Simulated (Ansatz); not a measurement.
**SbH₂+ (triplet): from Hartree-Fock to the top rungs at angle H2–Sb1–H3 = 158.3°, def2-SVP**

How much of the correlation energy of SbH₂+ (triplet) does each wave-function method recover here?

The runs use Ansatz 0.2.0, Gaussian basis; def2-SVP, core rule «outside noble gas», up to 9 orbitals frozen.

Plan: UHF; CCSD(T) on ROHF; CCSD(T) on UHF; BCCD(T) on ROHF; CISD; CCSDT(Q) on ROHF; CCSDT(Q) on UHF; CASSCF and MRCISD+Q, 4 electrons in 4 orbitals; CASSCF and NEVPT2, 4 electrons in 4 orbitals; CASSCF and MRCISD+Q, 6 electrons in 6 orbitals; CASSCF and MRCISD+Q(relaxed), 6 electrons in 6 orbitals; CASSCF and NEVPT2, 6 electrons in 6 orbitals; Full CI.

16 further runs of the same task are left out: 12 that didn't finish, 4 set aside as unsound or not needed.

### Step 1. The system

The geometry derives from a PBE0/def2-TZVP stationary point (not a proven minimum). One angle is set to the value named; bond lengths are kept. No spin-orbit coupling is included. Elements past krypton take def2 core potentials.

3 atoms, charge 1, spin multiplicity 3.

Atoms are counted from 1 here; the program's logs count them from 0.

Bond lengths: Sb1–H2 1.691 Å, Sb1–H3 1.691 Å. Angles: H2–Sb1–H3 158.3°.

Geometry (Å):

```csv
atom,x (Å),y (Å),z (Å)
Sb1,0.0000,-0.0052,0.0000
H2,0.0000,0.3131,-1.6605
H3,0.0000,0.3131,1.6605
```

### Step 2. UHF

in.yaml

```yaml
crystal:
  periodic: [false, false, false]
  atoms:
    - {symbol: Sb, position_ang: [0.000000, -0.005183, 0.000000]}
    - {symbol: H, position_ang: [0.000000, 0.313078, -1.660511]}
    - {symbol: H, position_ang: [0.000000, 0.313078, 1.660511]}
basis:
  gaussian: {orbitals: def2-SVP}
total_charge: 1
magnetization: {spin_polarized: true, initial_magnetization: 2}
hamiltonian: {xc: hf}
output: {orbitals: {seedname: orbitals}}
```

Command:

```sh
$ ansatz run in.yaml --threads 1 --pin off --events-out ev --progress --plain --max-ram 2393MiB
```

After this run come: CCSD(T) on ROHF; CCSD(T) on UHF; BCCD(T) on ROHF; CISD; CCSDT(Q) on ROHF; CCSDT(Q) on UHF; CASSCF and MRCISD+Q, 4 electrons in 4 orbitals; CASSCF and NEVPT2, 4 electrons in 4 orbitals; CASSCF and MRCISD+Q, 6 electrons in 6 orbitals; CASSCF and MRCISD+Q(relaxed), 6 electrons in 6 orbitals; CASSCF and NEVPT2, 6 electrons in 6 orbitals; Full CI.

Before running them: what should the planned runs give, taken together? Wanted: FCI below the RHF energy; RMP2 from FCI; UMP2 from FCI; RCCSD from FCI; RCCSD(T) from FCI; UCCSD(T) from FCI; RCCSDT(Q) from FCI; UCCSDT(Q) from FCI; NEVPT2 pair from FCI.

The runs gave:

```
                         quantity                                                                                                                          value
         FCI below the RHF energy                                                                                                                     -2.5931 eV
                    RMP2 from FCI                                                                                                                     +671.7 meV
                    UMP2 from FCI                                                                                                                     +648.6 meV
                   RCCSD from FCI                                                                                                                      +75.6 meV
                RCCSD(T) from FCI                                                                                                                      +19.1 meV
                UCCSD(T) from FCI                                                                                                                       +0.7 meV
               RCCSDT(Q) from FCI                                                                                                                       -0.4 meV
               UCCSDT(Q) from FCI                                                                                                                      -18.5 meV
             NEVPT2 pair from FCI                                                                                                                     +585.8 meV
           MRCISD+Q pair from FCI                                                                                                                       -5.8 meV
          NEVPT2 valence from FCI                                                                                                                     +372.3 meV
levels within 1 kcal/mol (43 meV)  RCCSD(T), UCCSD(T), BCCD(T), RCCSDT, UCCSDT, RCCSDT(Q), UCCSDT(Q), MRCISD+Q pair, MRCISD+Q valence, MRCISD+Q(relaxed) valence
                    T1 diagnostic                                                                                                                          0.027
   effectively unpaired electrons                                                                                                                           2.05
```

RCCSD(T) lands +19.1 meV from the yardstick (0.7 % of the correlation energy). UCCSDT, UCCSDT(Q), MRCISD+Q pair, MRCISD+Q(relaxed) valence fall below full CI: unrestricted runs freeze a spin-polarised core, another one than full CI's, and coupled cluster isn't variational. One determinant dominates. Of the multireference levels listed MRCISD+Q valence comes nearest in total energy (-1.4 meV), which doesn't show that its space is the better one. These misses are within one basis, not against nature; the frozen cores of restricted and unrestricted runs differ, which can shift their rows.
